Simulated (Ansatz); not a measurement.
# AlH₂F₃: a reaction path by the nudged elastic band

What path joins these two structures, and how high does it climb? Both ends were relaxed at PBE0-D4 in triple zeta. A second band with other settings follows.

Method: PBE0-D4/def2-SVP; program: Ansatz 0.2.0, Gaussian basis.

22 further runs of the same task are left out: 22 set aside as unsound or not needed.

## Step 1: The starting structure

The first end: 6 atoms, charge 0, spin multiplicity 1.

Atoms are counted from 1 here; the program's logs count them from 0.

Bond lengths: Al1–F2 1.636 Å, Al1–F3 1.635 Å, Al1–F4 1.635 Å, H5–H6 0.758 Å. Angles: F2–Al1–F3 119.8°, F2–Al1–F4 119.8°, F3–Al1–F4 119.3°.

Coordinates:

```
Al   -0.4815   -0.3833    0.2038
F    -1.5586    0.8409    0.0687
F    -0.3216   -1.4622   -1.0137
F     0.2043   -0.7051    1.6523
H     0.8316    1.1404   -0.4878
H     1.3255    0.5691   -0.4233
```

The second end:

```
Al    0.26749   -0.58800    0.11405
F    -0.92321    1.05223   -0.11597
F    -0.50797   -1.58607   -0.94173
F     0.01964   -0.82920    1.72420
H    -0.41360    1.76999   -0.42094
H     1.55755    0.18094   -0.35962
```

## Step 2: The band at PBE0-D4/def2-SVP

Input file neb/in.yaml:

```yaml
crystal:
  periodic: [false, false, false]
  atoms:
    - {symbol: Al, position_ang: [-0.481475, -0.383261, 0.203818]}
    - {symbol: F, position_ang: [-1.558573, 0.840883, 0.068675]}
    - {symbol: F, position_ang: [-0.321552, -1.462184, -1.013735]}
    - {symbol: F, position_ang: [0.204341, -0.705069, 1.652333]}
    - {symbol: H, position_ang: [0.831634, 1.140403, -0.487828]}
    - {symbol: H, position_ang: [1.325525, 0.569127, -0.423262]}
basis:
  gaussian: {orbitals: def2-SVP}
hamiltonian: {xc: pbe0, dispersion: d4}
neb:
  images: 5
  climbing: true
  max_iterations: 40
  initial_path: idpp
  final_atoms:
    - {symbol: Al, position_ang: [0.267487, -0.587995, 0.114053]}
    - {symbol: F, position_ang: [-0.923213, 1.052232, -0.115968]}
    - {symbol: F, position_ang: [-0.507968, -1.586074, -0.941735]}
    - {symbol: F, position_ang: [0.019645, -0.829201, 1.724201]}
    - {symbol: H, position_ang: [-0.413597, 1.769995, -0.420935]}
    - {symbol: H, position_ang: [1.557548, 0.180943, -0.359617]}
```

The run is started by

```sh
> ansatz run in.yaml --threads 2 --pin off --events-out ev --progress --plain --max-ram 4352MiB
```

## Step 3: The band at r2SCAN-D4/cc-pVDZ, other settings

neb/in.yaml: that of step 2 with these lines changed.

```diff
@@ -10,9 +10,10 @@
 basis:
-  gaussian: {orbitals: def2-SVP}
-hamiltonian: {xc: pbe0, dispersion: d4}
+  gaussian: {orbitals: cc-pVDZ}
+hamiltonian: {xc: r2scan, dispersion: d4}
 neb:
-  images: 5
+  images: 3
   climbing: true
-  max_iterations: 40
+  max_iterations: 60
   initial_path: idpp
+  f_tol: 0.1
   final_atoms:
```

**Question.** What will these runs give? Wanted: from earlier runs: barrier over the separately found saddle, CCSD(T)/def2-TZVPP.

As calculated:

```
                                                                       quantity                                                     value
                                                PBE0-D4/def2-SVP, 10 iterations  highest 26.1 kcal/mol (image 4), last end +22.5 kcal/mol
                                               r2SCAN-D4/cc-pVDZ, 10 iterations  highest 23.5 kcal/mol (image 2), last end +20.9 kcal/mol
from earlier runs: barrier over the separately found saddle, CCSD(T)/def2-TZVPP                                             34.4 kcal/mol
```

**Reading.** The highest image lies 26.1 kcal/mol above the first end, and it climbed, so it estimates the saddle. The ends are not quite minima at this level (largest force component 0.50 eV/Å), so the heights are unreliable: relaxing the first end would lower it and raise the barrier above it. The highest image is 8.3 kcal/mol below the CCSD(T) barrier in triple zeta, which comes from separate runs on the saddle. The second band's highest image lies at 23.5 kcal/mol; the levels differ.
